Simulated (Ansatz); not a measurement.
CH₆BFGeSi, SMILES [CH3][GeH]1[SiH2][B]1F, a geometry optimisation

With the Ansatz DFT code, driven from Python.

The cells in order, each with its output:

**Cell 1**
```python
import ansatz as az
import numpy as np
```

**Cell 2**
```python
GEOMETRY = '''
C    -1.10960    0.77090   -1.15100
Ge    0.32790   -0.34200   -0.68660
Si    0.17650   -1.23060    1.22830
B     1.40970    0.42460    1.02180
F     2.19750    1.40430    1.60000
H    -1.73080    1.09580   -0.25130
H    -0.74330    1.74300   -1.63230
H    -1.78380    0.30240   -1.88200
H     1.32570   -0.82590   -1.72420
H     1.02730   -2.43580    1.47630
H    -1.03180   -0.96380    2.02150
'''
```

**Cell 3**
```python
mol = az.Crystal.molecule()
for line in GEOMETRY.strip().splitlines():
    symbol, *xyz = line.split()
    mol = mol.atom(symbol, [float(v) for v in xyz])
```

**Cell 4**
```python
setup = mol.calculation().basis(gaussian='def2-SVP').functional('r2SCAN')
symbols = [site.symbol for site in mol.cartesian_sites]
start = np.array([site.position_ang for site in mol.cartesian_sites], dtype=float)
r = setup.relax(force_tolerance=0.01, max_steps=100).run(threads=1).report
end = np.array(r['positions_ang'])
```

**Cell 5**
```python
for key in ('converged', 'free_energy_ev', 'reference_energy_ev', 'n_frozen', 'n_occupied', 'n_virtual'):
    print(f'{key:22s} {r[key]}')

print('final positions (A) and the move of each atom')
for symbol, xyz, old in zip(symbols, end, start):
    print(f'{symbol:2s} {xyz[0]:10.5f} {xyz[1]:10.5f} {xyz[2]:10.5f}   {np.linalg.norm(xyz - old):7.4f}')

charges = r['charge_distribution']
print('dipole moment', round(4.803205 * float(np.linalg.norm(charges['dipole_moment_e_ang'])), 3), 'D')
print('Mulliken:', [(s, round(q, 3)) for s, q in zip(symbols, charges['mulliken_charges_e'])])
with open('ch6bfgesi_opt.xyz', 'w') as handle:
    handle.write(f'{len(symbols)}\nrelaxed CH6BFGeSi\n')
    handle.writelines(f'{s:2s} {x:11.6f} {y:11.6f} {z:11.6f}\n' for s, (x, y, z) in zip(symbols, end))
```
Output:
```text
converged              True
free_energy_ev         -68907.38782168964
reference_energy_ev    -68907.38782168964
n_frozen               0
n_occupied             [36, 36]
n_virtual              [86, 86]
final positions (A) and the move of each atom
C    -1.24315    0.71109   -1.19631    0.1532
Ge    0.56817    0.22838   -0.63772    0.6208
Si    0.32584   -1.15341    1.45610    0.2831
B     1.48535    0.38906    1.17638    0.1757
F     2.74874    0.69846    1.43396    0.9109
H    -1.87983    0.88126   -0.31787    0.2696
H    -1.20047    1.63506   -1.79340    0.4966
H    -1.67784   -0.08924   -1.81238    0.4116
H     1.46349   -0.05048   -1.86408    0.7999
H     0.58486   -2.53626    1.96875    0.6696
H    -1.10987   -0.77102    1.60706    0.4637
dipole moment 1.689 D
Mulliken: [('C', -0.255), ('Ge', 0.04), ('Si', 0.002), ('B', 0.151), ('F', -0.083), ('H', 0.08), ('H', 0.081), ('H', 0.083), ('H', -0.036), ('H', -0.032), ('H', -0.029)]
```

`ch6bfgesi_opt.xyz`, as written:
```text
11
relaxed CH6BFGeSi
C    -1.243145    0.711089   -1.196306
Ge    0.568168    0.228378   -0.637717
Si    0.325838   -1.153410    1.456103
B     1.485348    0.389063    1.176375
F     2.748743    0.698459    1.433957
H    -1.879826    0.881263   -0.317867
H    -1.200470    1.635055   -1.793395
H    -1.677840   -0.089239   -1.812380
H     1.463491   -0.050476   -1.864083
H     0.584860   -2.536262    1.968750
H    -1.109866   -0.771022    1.607062
```

Total energies depend on the basis set; only differences at equal settings carry meaning. The end point is the stationary point reached from this start; no frequency run checks that it is a minimum, and the basis set is modest. It ran for 2.3 min on 1 thread of Arm Neoverse V2, on a shared host, peak memory 0.28 GiB.

(Lines on the test bed's own set-up are left out of the output.)
